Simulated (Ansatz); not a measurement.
# C2H10B2Si: one species, many methods

How much do the methods differ for C2H10B2Si? The plan is to run it at one geometry with functionals of several rungs and with coupled cluster, and see how far each lands from CCSD(T) at the basis-set limit for the atomisation energy.

Program: Ansatz 0.2.0, Gaussian basis. Level of theory: functionals in def2-TZVPP, the program's frozen cores in correlated methods. These are calculated values, not measurements.

Plan: PBE-D4, r2SCAN-D4, PBE0-D4, B3LYP-D4, ωB97X-V, ωB97M-V, B2PLYP; CCSD(T)/def2-TZVPP; MP2/def2-QZVPP; extrapolation to the limit.

## Step 1: The geometry

All runs share one geometry, relaxed beforehand with PBE0-D4 in a triple-zeta def2 set.

SMILES `BC(C)B[SiH3]`, 15 atoms, charge 0, spin multiplicity 1.

Atoms are counted from 1 here; the program's logs count them from 0.

Bond lengths: B1–C2 1.556 Å, B1–H6 1.198 Å, B1–H7 1.197 Å, C2–C3 1.521 Å, C2–B4 1.539 Å, C2–H8 1.119 Å, C3–H9 1.093 Å, C3–H10 1.092 Å, C3–H11 1.093 Å, B4–Si5 2.015 Å, B4–H12 1.202 Å, Si5–H13 1.491 Å, Si5–H14 1.492 Å, Si5–H15 1.492 Å. Angles: C2–B1–H6 119.9°, C2–B1–H7 120.9°, H6–B1–H7 119.1°, B1–C2–C3 117.5°, B1–C2–B4 105.2°, B1–C2–H8 90.6°, C3–C2–B4 120.2°, C3–C2–H8 113.0°, B4–C2–H8 105.8°, C2–C3–H9 111.8°, C2–C3–H10 110.1°, C2–C3–H11 112.0°, H9–C3–H10 107.2°, H9–C3–H11 107.9°, H10–C3–H11 107.6°, C2–B4–Si5 123.9°, C2–B4–H12 118.1°, Si5–B4–H12 117.9° and more.

## Step 2: PBE-D4 (GGA)

in.yaml

```yaml
crystal:
  periodic: [false, false, false]
  atoms:
    - {symbol: B, position_ang: [-0.923182, 1.151274, 0.678576]}
    - {symbol: C, position_ang: [0.102740, -0.017714, 0.727373]}
    - {symbol: C, position_ang: [0.152354, -0.856359, 1.995050]}
    - {symbol: B, position_ang: [0.004495, -0.699229, -0.649169]}
    - {symbol: Si, position_ang: [0.475779, 0.203584, -2.388045]}
    - {symbol: H, position_ang: [-1.616404, 1.378435, 1.629027]}
    - {symbol: H, position_ang: [-0.990148, 1.870640, -0.276161]}
    - {symbol: H, position_ang: [0.950909, 0.707834, 0.649108]}
    - {symbol: H, position_ang: [1.057874, -1.465757, 2.042417]}
    - {symbol: H, position_ang: [-0.698793, -1.540143, 2.026327]}
    - {symbol: H, position_ang: [0.114626, -0.239390, 2.896033]}
    - {symbol: H, position_ang: [-0.432542, -1.818166, -0.697037]}
    - {symbol: H, position_ang: [1.128134, 1.532861, -2.212057]}
    - {symbol: H, position_ang: [1.403105, -0.659296, -3.176731]}
    - {symbol: H, position_ang: [-0.750546, 0.400625, -3.215110]}
basis:
  gaussian: {orbitals: def2-TZVPP}
hamiltonian: {xc: pbe, dispersion: d4}
output: {forces: true, orbitals: {seedname: orbitals}}
```

Run with:

```bash
> ansatz run in.yaml --threads 4 --pin off --events-out ev --progress --plain --max-ram 10444MiB
```

Output (excerpt; [...] marks lines left out):

```text
Functional definition: PBE
  name "PBE"
  cite "Perdew, Burke & Ernzerhof, Phys. Rev. Lett. 77, 3865 (1996) doi:10.1103/PhysRevLett.77.3865"
  parent pbe
[...]
1576 factors; their error is unknown
[...]
mean field -11457.39466654 eV, -421.0514878945 hartree, gradient 1.3e-5 eV, S^2 0.000000; 0 other end points of the search recorded, 0 dependent functions left out
[...]
reference -11457.39472199 eV, -421.0514899319 hartree; 23, 23 occupied and 283, 283 virtual orbitals, 1576 factors
Total energy: -11457.70252667 eV, -421.0628015454 hartree
Atom 0 at    -0.923182     1.151274     0.678576 Å, force     0.037441     0.045470    -0.081158 eV/Å
Atom 1 at     0.102740    -0.017714     0.727373 Å, force    -0.099745    -0.135036     0.022135 eV/Å
Atom 2 at     0.152354    -0.856359     1.995050 Å, force     0.026648     0.002170     0.032043 eV/Å
Atom 3 at     0.004495    -0.699229    -0.649169 Å, force     0.027786     0.089871    -0.118036 eV/Å
Atom 4 at     0.475779     0.203584    -2.388045 Å, force    -0.021625    -0.047686     0.143852 eV/Å
Atom 5 at    -1.616404     1.378435     1.629027 Å, force    -0.075802    -0.003690     0.101397 eV/Å
Atom 6 at    -0.990148     1.870640    -0.276161 Å, force    -0.008711     0.078554    -0.085725 eV/Å
Atom 7 at     0.950909     0.707834     0.649108 Å, force     0.129001     0.164996    -0.051537 eV/Å
Atom 8 at     1.057874    -1.465757     2.042417 Å, force     0.170024    -0.125073     0.015351 eV/Å
Atom 9 at    -0.698793    -1.540143     2.026327 Å, force    -0.155883    -0.133997     0.009278 eV/Å
Atom 10 at     0.114626    -0.239390     2.896033 Å, force    -0.010088     0.110866     0.185626 eV/Å
Atom 11 at    -0.432542    -1.818166    -0.697037 Å, force    -0.051348    -0.111221     0.007867 eV/Å
Atom 12 at     1.128134     1.532861    -2.212057 Å, force     0.061820     0.133405     0.004823 eV/Å
Atom 13 at     1.403105    -0.659296    -3.176731 Å, force     0.086973    -0.086031    -0.089542 eV/Å
Atom 14 at    -0.750546     0.400625    -3.215110 Å, force    -0.116490     0.017402    -0.096376 eV/Å
Dipole moment:     0.067878    -0.025193     0.293150 e Å
```

Run time: 3.3 s. Hardware: 4 threads of AMD EPYC 7R43, shared host; peak memory 0.44 GiB.

With the free atoms at this level, -11402.419 eV in sum, the atomisation energy is 5334.1 kJ/mol. HOMO -6.75 eV, LUMO -3.00 eV.

## Step 3: r2SCAN-D4 (meta-GGA)

Changes to in.yaml since step 2:

```diff
@@ -20,3 +20,3 @@
   gaussian: {orbitals: def2-TZVPP}
-hamiltonian: {xc: pbe, dispersion: d4}
+hamiltonian: {xc: r2scan, dispersion: d4}
 output: {forces: true, orbitals: {seedname: orbitals}}
```

Launched as before.

Output (excerpt; [...] marks lines left out):

```text
Functional definition: r2SCAN
  name "r2SCAN"
  cite "Furness, Kaplan, Ning, Perdew & Sun, J. Phys. Chem. Lett. 11, 8208 (2020) doi:10.1021/acs.jpclett.0c02405"
  cite "Furness, Kaplan, Ning, Perdew & Sun, J. Phys. Chem. Lett. 11, 9248 (2020) doi:10.1021/acs.jpclett.0c03077"
  parent r2scan
[...]
1576 factors; their error is unknown
[...]
mean field -11464.19966107 eV, -421.3015668307 hartree, gradient 6.0e-5 eV, S^2 0.000000; 0 other end points of the search recorded, 0 dependent functions left out
[...]
reference -11464.19967799 eV, -421.3015674523 hartree; 23, 23 occupied and 283, 283 virtual orbitals, 1576 factors
Total energy: -11464.27884923 eV, -421.3044769418 hartree
Atom 0 at    -0.923182     1.151274     0.678576 Å, force    -0.030892     0.084675    -0.017656 eV/Å
Atom 1 at     0.102740    -0.017714     0.727373 Å, force    -0.015433     0.034697    -0.073108 eV/Å
[...]
Atom 5 at    -1.616404     1.378435     1.629027 Å, force     0.019782    -0.023639    -0.026442 eV/Å
Atom 6 at    -0.990148     1.870640    -0.276161 Å, force    -0.003116    -0.022783     0.038414 eV/Å
Atom 7 at     0.950909     0.707834     0.649108 Å, force     0.001170     0.014812    -0.000812 eV/Å
Atom 8 at     1.057874    -1.465757     2.042417 Å, force    -0.019533     0.004106    -0.000897 eV/Å
Atom 9 at    -0.698793    -1.540143     2.026327 Å, force     0.019349     0.017221    -0.003036 eV/Å
Atom 10 at     0.114626    -0.239390     2.896033 Å, force     0.000619    -0.014083    -0.010172 eV/Å
Atom 11 at    -0.432542    -1.818166    -0.697037 Å, force     0.000999     0.020345     0.019053 eV/Å
Atom 12 at     1.128134     1.532861    -2.212057 Å, force    -0.013888    -0.024226    -0.010677 eV/Å
Atom 13 at     1.403105    -0.659296    -3.176731 Å, force    -0.021017     0.015136     0.006370 eV/Å
Atom 14 at    -0.750546     0.400625    -3.215110 Å, force     0.025020    -0.004101     0.006053 eV/Å
Dipole moment:     0.065083    -0.025446     0.289739 e Å
```

It took 5.5 s on 4 threads of AMD EPYC 7R43, shared host; peak memory 0.47 GiB.

Atomisation energy: 5315.6 kJ/mol (free atoms -11409.186 eV, run apart). HOMO -7.00 eV, LUMO -2.68 eV.

## Step 4: PBE0-D4 (hybrid)

Changes to in.yaml since step 3:

```diff
@@ -20,3 +20,3 @@
   gaussian: {orbitals: def2-TZVPP}
-hamiltonian: {xc: r2scan, dispersion: d4}
-output: {forces: true, orbitals: {seedname: orbitals}}
+hamiltonian: {xc: pbe0, dispersion: d4}
+output: {orbitals: {seedname: orbitals}}
```

Same command.

Output:

```text
Functional definition: PBE0
  name "PBE0"
  cite "Adamo & Barone, J. Chem. Phys. 110, 6158 (1999) doi:10.1063/1.478522"
  cite "Perdew, Burke & Ernzerhof, Phys. Rev. Lett. 77, 3865 (1996) doi:10.1103/PhysRevLett.77.3865"
  parent pbe
  parameter a = 0.25
  parameter kappa = 0.804
  parameter beta = 0.06672455060314922
  exchange = (1 - a)*pbe_x(kappa = kappa, mu = beta*pi^2/3) + a*exact_x
  correlation = pbe_c(beta = beta)
1579 factors; their error is unknown
mean field evaluation 1: about -11451.2997 eV, gradient 5.7e1 eV
mean field evaluation 2: about -11446.3622 eV, gradient 6.9e1 eV
mean field evaluation 4: about -11459.1958 eV, gradient 2.8e0 eV
mean field evaluation 8: about -11459.2156 eV, gradient 3.1e-2 eV
mean field evaluation 16: about -11459.2167 eV, gradient 4.8e-5 eV
mean field -11459.21669061 eV, -421.1184460439 hartree, gradient 4.8e-5 eV, S^2 0.000000; 0 other end points of the search recorded, 0 dependent functions left out
reference -11459.21673139 eV, -421.1184475425 hartree; 23, 23 occupied and 283, 283 virtual orbitals, 1579 factors
Total energy: -11459.47808391 eV, -421.1280520704 hartree
```

Run time: 3.7 s. Hardware: 4 threads of AMD EPYC 7R43, shared host; peak memory 0.82 GiB.

With the free atoms at this level, -11404.486 eV in sum, the atomisation energy is 5305.9 kJ/mol. HOMO -7.96 eV, LUMO -2.03 eV.

## Step 5: B3LYP-D4 (hybrid)

B3LYP here takes the VWN-RPA correlation.

Changes to in.yaml since step 4:

```diff
@@ -20,3 +20,3 @@
   gaussian: {orbitals: def2-TZVPP}
-hamiltonian: {xc: pbe0, dispersion: d4}
-output: {orbitals: {seedname: orbitals}}
+hamiltonian: {xc: {name: B3LYP}, dispersion: d4}
+output: {forces: true, orbitals: {seedname: orbitals}}
```

Same command.

Output (excerpt; [...] marks lines left out):

```text
Functional definition: B3LYP
  name "B3LYP"
  cite "Stephens, Devlin, Chabalowski & Frisch, J. Phys. Chem. 98, 11623 (1994) doi:10.1021/j100096a001"
  cite "Becke, Phys. Rev. A 38, 3098 (1988) doi:10.1103/PhysRevA.38.3098"
  cite "Lee, Yang & Parr, Phys. Rev. B 37, 785 (1988) doi:10.1103/PhysRevB.37.785"
  cite "Vosko, Wilk & Nusair, Can. J. Phys. 58, 1200 (1980) doi:10.1139/p80-159"
[...]
1579 factors; their error is unknown
[...]
mean field -11468.60316729 eV, -421.4633926996 hartree, gradient 1.6e-5 eV, S^2 0.000000; 0 other end points of the search recorded, 0 dependent functions left out
[...]
reference -11468.60350219 eV, -421.4634050067 hartree; 23, 23 occupied and 283, 283 virtual orbitals, 1579 factors
Total energy: -11469.09671674 eV, -421.4815303071 hartree
Atom 0 at    -0.923182     1.151274     0.678576 Å, force    -0.152659     0.170844     0.049346 eV/Å
[...]
Atom 5 at    -1.616404     1.378435     1.629027 Å, force     0.067625    -0.015385    -0.115393 eV/Å
Atom 6 at    -0.990148     1.870640    -0.276161 Å, force    -0.008590    -0.086869     0.138239 eV/Å
Atom 7 at     0.950909     0.707834     0.649108 Å, force     0.005357    -0.068937     0.040852 eV/Å
Atom 8 at     1.057874    -1.465757     2.042417 Å, force    -0.045787     0.024154     0.010062 eV/Å
Atom 9 at    -0.698793    -1.540143     2.026327 Å, force     0.044187     0.028377     0.012670 eV/Å
Atom 10 at     0.114626    -0.239390     2.896033 Å, force     0.007978    -0.041170    -0.034238 eV/Å
Atom 11 at    -0.432542    -1.818166    -0.697037 Å, force     0.040797     0.117537     0.001784 eV/Å
Atom 12 at     1.128134     1.532861    -2.212057 Å, force    -0.041617    -0.086213    -0.012455 eV/Å
Atom 13 at     1.403105    -0.659296    -3.176731 Å, force    -0.050467     0.053032     0.041840 eV/Å
Atom 14 at    -0.750546     0.400625    -3.215110 Å, force     0.073550    -0.008299     0.045804 eV/Å
Dipole moment:     0.061362    -0.025062     0.279038 e Å
```

Run time: 7.5 s. Hardware: 4 threads of AMD EPYC 7R43, shared host; peak memory 1 GiB.

Atomisation energy: 5306.4 kJ/mol (free atoms -11414.100 eV, run apart). HOMO -7.77 eV, LUMO -2.22 eV.

## Step 6: ωB97X-V (range-separated)

Changes to in.yaml since step 5:

```diff
@@ -20,3 +20,3 @@
   gaussian: {orbitals: def2-TZVPP}
-hamiltonian: {xc: {name: B3LYP}, dispersion: d4}
-output: {forces: true, orbitals: {seedname: orbitals}}
+hamiltonian: {xc: {name: wB97X-V}}
+output: {orbitals: {seedname: orbitals}}
```

Same command.

Output (excerpt; [...] marks lines left out):

```text
Functional definition: wB97X-V
  name "wB97X-V"
  cite "Mardirossian & Head-Gordon, Phys. Chem. Chem. Phys. 16, 9904 (2014) doi:10.1039/C3CP54374A"
  cite "Becke, J. Chem. Phys. 107, 8554 (1997) doi:10.1063/1.475007"
  cite "Vydrov & Van Voorhis, J. Chem. Phys. 133, 244103 (2010) doi:10.1063/1.3521275"
[...]
      + integral(e_c_pw_opposite_spin*poly(b97_u_opposite, cos0, cos1)) + vv10(b, c)
1579 factors; their error is unknown
432 factors; integrals over basis functions are off by at most 1.2e-5 eV
[...]
mean field -11465.38440574 eV, -421.3451053943 hartree, gradient 5.1e-5 eV, S^2 0.000000; 0 other end points of the search recorded, 0 dependent functions left out
reference -11465.38440300 eV, -421.3451052937 hartree; 23, 23 occupied and 283, 283 virtual orbitals, 1579 factors
Total energy: -11465.38440300 eV, -421.3451052937 hartree
```

It took 11 s on 4 threads of AMD EPYC 7R43, shared host; peak memory 1 GiB.

Atomisation energy: 5308.7 kJ/mol (free atoms -11410.363 eV, run apart). HOMO -10.32 eV, LUMO 0.14 eV.

## Step 7: ωB97M-V (range-separated)

Changes to in.yaml since step 6:

```diff
@@ -20,3 +20,3 @@
   gaussian: {orbitals: def2-TZVPP}
-hamiltonian: {xc: {name: wB97X-V}}
-output: {orbitals: {seedname: orbitals}}
+hamiltonian: {xc: {name: wB97M-V}}
+output: {forces: true, orbitals: {seedname: orbitals}}
```

Same command.

Output (excerpt; [...] marks lines left out):

```text
Functional definition: wB97M-V
  name "wB97M-V"
  cite "Mardirossian & Head-Gordon, J. Chem. Phys. 144, 214110 (2016) doi:10.1063/1.4952647"
  cite "Becke, J. Chem. Phys. 107, 8554 (1997) doi:10.1063/1.475007"
  cite "Vydrov & Van Voorhis, J. Chem. Phys. 133, 244103 (2010) doi:10.1063/1.3521275"
  # Of w^i u^j: cxij and so on, Table III.
[...]
  gx(w, u) = 1 - cx + cx01*u + cx10*w
  gss(w, u) = css00 + css04*u^4 + css10*w + css20*w^2 + css43*w^4*u^3
  gos(w, u) = cos00 + cos10*w + (cos20 + cos21*u)*w^2 + (cos60 + cos61*u)*w^6
[...]
      + integral(e_c_pw_mod_opposite_spin*gos(b97_w_opposite, b97_u_opposite)) + vv10(b, c)
1579 factors; their error is unknown
432 factors; integrals over basis functions are off by at most 1.2e-5 eV
[...]
Atom 5 at    -1.616404     1.378435     1.629027 Å, force     0.093480    -0.025362    -0.129494 eV/Å
Atom 6 at    -0.990148     1.870640    -0.276161 Å, force     0.008693    -0.099422     0.110260 eV/Å
Atom 7 at     0.950909     0.707834     0.649108 Å, force    -0.027543    -0.046746     0.012501 eV/Å
Atom 8 at     1.057874    -1.465757     2.042417 Å, force    -0.071719     0.045399     0.000533 eV/Å
Atom 9 at    -0.698793    -1.540143     2.026327 Å, force     0.056041     0.048992    -0.001984 eV/Å
Atom 10 at     0.114626    -0.239390     2.896033 Å, force     0.002633    -0.045198    -0.065967 eV/Å
Atom 11 at    -0.432542    -1.818166    -0.697037 Å, force     0.052636     0.128641     0.007943 eV/Å
Atom 12 at     1.128134     1.532861    -2.212057 Å, force    -0.071206    -0.143784    -0.005153 eV/Å
Atom 13 at     1.403105    -0.659296    -3.176731 Å, force    -0.101325     0.097632     0.093152 eV/Å
Atom 14 at    -0.750546     0.400625    -3.215110 Å, force     0.135175    -0.020088     0.100101 eV/Å
Dipole moment:     0.064986    -0.027978     0.278477 e Å
```

Wall time 13 s (4 threads of AMD EPYC 7R43, shared host); peak memory 1.3 GiB.

Atomisation energy: 5306.6 kJ/mol (free atoms -11409.343 eV, run apart). HOMO -10.13 eV, LUMO -0.11 eV.

## Step 8: B2PLYP (double hybrid)

Changes to in.yaml since step 7:

```diff
@@ -20,3 +20,2 @@
   gaussian: {orbitals: def2-TZVPP}
-hamiltonian: {xc: {name: wB97M-V}}
-output: {forces: true, orbitals: {seedname: orbitals}}
+hamiltonian: {xc: {name: B2PLYP}}
```

Same command.

Output (excerpt; [...] marks lines left out):

```text
Functional definition: B2PLYP
  name "B2PLYP"
  cite "Grimme, J. Chem. Phys. 124, 034108 (2006) doi:10.1063/1.2148954"
  cite "Becke, Phys. Rev. A 38, 3098 (1988) doi:10.1103/PhysRevA.38.3098"
  cite "Lee, Yang & Parr, Phys. Rev. B 37, 785 (1988) doi:10.1103/PhysRevB.37.785"
[...]
1756 factors; integrals over basis functions are off by at most 9.6e-4 eV
[...]
mean field -11454.22651662 eV, -420.9350605322 hartree, gradient 3.3e-6 eV, S^2 0.000000; 0 other end points of the search recorded, 0 dependent functions left out
9 core orbitals not correlated: weight in the atoms' cores, before any rotation towards them, 1.000 or more for the frozen orbitals, at most 0.000 for the correlated occupied ones
reference -11454.22672653 eV, -420.9350682464 hartree; 14, 14 occupied and 283, 283 virtual orbitals, 1756 factors
second order -22.63656781 eV of doubles, -0.00000000 eV of singles
Total energy: -11460.33859984 eV, -421.1596754476 hartree
```

It took 7.5 s on 4 threads of AMD EPYC 7R43, shared host; peak memory 0.95 GiB.

Atomisation energy: 5238.5 kJ/mol (free atoms -11406.045 eV, run apart).

## Step 9: Orbital energies across the functionals

Dipoles come from the runs that computed forces. Levels, from each run's orbital file:

```csv
functional,HOMO (eV),LUMO (eV),gap (eV),dipole (D)
PBE-D4,-6.75,-3.00,3.76,1.45
r2SCAN-D4,-7.00,-2.68,4.32,1.43
PBE0-D4,-7.96,-2.03,5.93,
B3LYP-D4,-7.77,-2.22,5.55,1.38
ωB97X-V,-10.32,0.14,10.46,
ωB97M-V,-10.13,-0.11,10.02,1.38
```

## Step 10: CCSD(T) in def2-TZVPP

Changes to in.yaml since step 8:

```diff
@@ -20,2 +20,2 @@
   gaussian: {orbitals: def2-TZVPP}
-hamiltonian: {xc: {name: B2PLYP}}
+correlation: {method: ccsd_t}
```

Launched as before.

Output (excerpt; [...] marks lines left out):

```text
Functional definition: HF
  name "HF"
  cite "Fock, Z. Phys. 61, 126 (1930) doi:10.1007/BF01340294"
  parent pbe
[...]
1756 factors; integrals over basis functions are off by at most 9.6e-4 eV
[...]
mean field -11425.17552971 eV, -419.8674564548 hartree, gradient 6.1e-6 eV, S^2 0.000000; 0 other end points of the search recorded, 0 dependent functions left out
9 core orbitals not correlated: weight in the atoms' cores, before any rotation towards them, 1.000 or more for the frozen orbitals, at most 0.000 for the correlated occupied ones
reference -11425.17552971 eV, -419.8674564548 hartree; 14, 14 occupied and 283, 283 virtual orbitals, 1756 factors
second order -18.56221269 eV of doubles, -0.00000000 eV of singles
cycle   1  -19.87061633 eV  change    -1.3e0 eV  update   9.8e-2
[...]
cycle   9  -20.52385109 eV  change   -1.2e-5 eV  update   3.4e-5
perturbative correction -0.77486690 eV, -0.0284758332 hartree
Total energy: -11446.47424770 eV, -420.6501699041 hartree
```

Run time: 11 min. Hardware: 4 threads of AMD EPYC 7R43, shared host; peak memory 4 GiB.

## Step 11: MP2 in def2-QZVPP

Changes to in.yaml since step 10:

```diff
@@ -19,3 +19,3 @@
 basis:
-  gaussian: {orbitals: def2-TZVPP}
-correlation: {method: ccsd_t}
+  gaussian: {orbitals: "def2-QZVPP.json"}
+correlation: {method: mp2}
```

Launched as before.

Output:

```text
Functional definition: HF
  name "HF"
  cite "Fock, Z. Phys. 61, 126 (1930) doi:10.1007/BF01340294"
  parent pbe
  exchange = exact_x
  correlation = 0
3511 factors; integrals over basis functions are off by at most 1.1e-3 eV
mean field evaluation 1: about -11420.9256 eV, gradient 3.7e1 eV
mean field evaluation 2: about -11421.0452 eV, gradient 3.7e1 eV
mean field evaluation 4: about -11425.5011 eV, gradient 4.6e0 eV
mean field evaluation 8: about -11425.5900 eV, gradient 2.3e-1 eV
mean field -11425.59039338 eV, -419.8827024133 hartree, gradient 2.7e-6 eV, S^2 0.000000; 0 other end points of the search recorded, 0 dependent functions left out
9 core orbitals not correlated: weight in the atoms' cores, before any rotation towards them, 1.000 or more for the frozen orbitals, at most 0.000 for the correlated occupied ones
reference -11425.59039338 eV, -419.8827024133 hartree; 14, 14 occupied and 575, 575 virtual orbitals, 3511 factors
second order -19.73985591 eV of doubles, -0.00000000 eV of singles
Total energy: -11445.33024929 eV, -420.6081287380 hartree
```

Run time: 31 s. Hardware: 4 threads of AMD EPYC 7R43, shared host; peak memory 5.2 GiB.

Energy pieces by basis (eV):

```csv
basis,HF,MP2 correlation,CCSD correlation,(T),total
def2-TZVPP,-11425.1755,-18.5622,-20.5239,-0.7749,-11446.4742
def2-QZVPP,-11425.5904,-19.7399,,,-11445.3302 (MP2)
```

The report of the def2-TZVPP run gives T1 = 0.0126.

## Step 12: The basis-set limit

This step is arithmetic on the last runs, with X = 3 and 4: exp(−7.88√X) for Hartree-Fock, X^−2.97 for correlation; only MP2 was run in the larger set, so CCSD(T) minus MP2 is added from the smaller one.

```csv
level,energy at the limit (eV)
HF,-11425.6475
MP2,-11446.2597
CCSD,-11448.2214
CCSD(T),-11448.9962
```

## Step 13: The ladder

Free atoms (2 B, 2 C, 1 Si, 10 H) were run apart at each level; the atomisation energy is their sum less the molecule, without zero-point or spin-orbit terms.

```csv
method,rung,atomisation energy (kJ/mol),from CCSD(T)/CBS (kJ/mol),time
PBE-D4,GGA,5334.1,+66.6,3.3 s
r2SCAN-D4,meta-GGA,5315.6,+48.1,5.5 s
PBE0-D4,hybrid,5305.9,+38.4,3.7 s
B3LYP-D4,hybrid,5306.4,+38.9,7.5 s
ωB97X-V,range-separated,5308.7,+41.2,11 s
ωB97M-V,range-separated,5306.6,+39.1,13 s
B2PLYP,double hybrid,5238.5,-29.0,7.5 s
HF/def2-TZVPP,wavefunction,4119.1,-1148.4,
MP2/def2-TZVPP,wavefunction,5187.4,-80.1,
CCSD/def2-TZVPP,wavefunction,5112.4,-155.1,
CCSD(T)/def2-TZVPP,wavefunction,5163.0,-104.5,11 min
MP2/CBS,wavefunction,5291.9,+24.4,
CCSD(T)/CBS,wavefunction,5267.5,0,11 min
```

Among the levels timed on like hardware and quicker than the yardstick, those that no quicker one beats, quickest first: PBE-D4 (3.3 s, +66.6 kJ/mol); PBE0-D4 (3.7 s, +38.4 kJ/mol); B2PLYP (7.5 s, -29.0 kJ/mol).

B2PLYP carry no dispersion term (for B3LYP, D4 adds 47.6 kJ/mol).

Times are those of the molecule's run; HF, MP2 and CCSD come out of the CCSD(T) runs, and the limit's time is the sum of the runs that it needs.

## Step 14: Results

| quantity | value |
| --- | --- |
| atomisation energy, CCSD(T)/CBS | 5267.5 kJ/mol |
| functionals within 26.3 kJ/mol (0.5 %) | none; nearest B2PLYP (-29.0 kJ/mol) |
| farthest | PBE-D4 (+66.6 kJ/mol) |
| mean size of error, hybrid | 38.6 kJ/mol |
| mean size of error, range-separated | 40.1 kJ/mol |
| gap, smallest and largest | 3.76 eV (PBE-D4), 10.46 eV (ωB97X-V) |
| T1 diagnostic | 0.0126 |
| triples share of the correlation energy | 3.6 % |

PBE-D4 is off by +66.6 kJ/mol. Double hybrids carry the basis error of their MP2 part in triple zeta, and no dispersion term here, so their miss is partly the set-up's. Misses under about 26.3 kJ/mol are within the doubt on the reference itself, which lacks core-valence correlation, relativity and higher excitations. Hartree-Fock recovers 78 % of the binding; the rest is correlation. The gap grows from 3.8 to 10.5 eV across the functionals, mostly with the share of exact exchange.

For cost: B2PLYP gets within 29.0 kJ/mol in 7.5 s, where CCSD(T)/CBS took 11 min; the quickest level in the cost chart, PBE-D4, takes 3.3 s and misses by 66.6 kJ/mol.
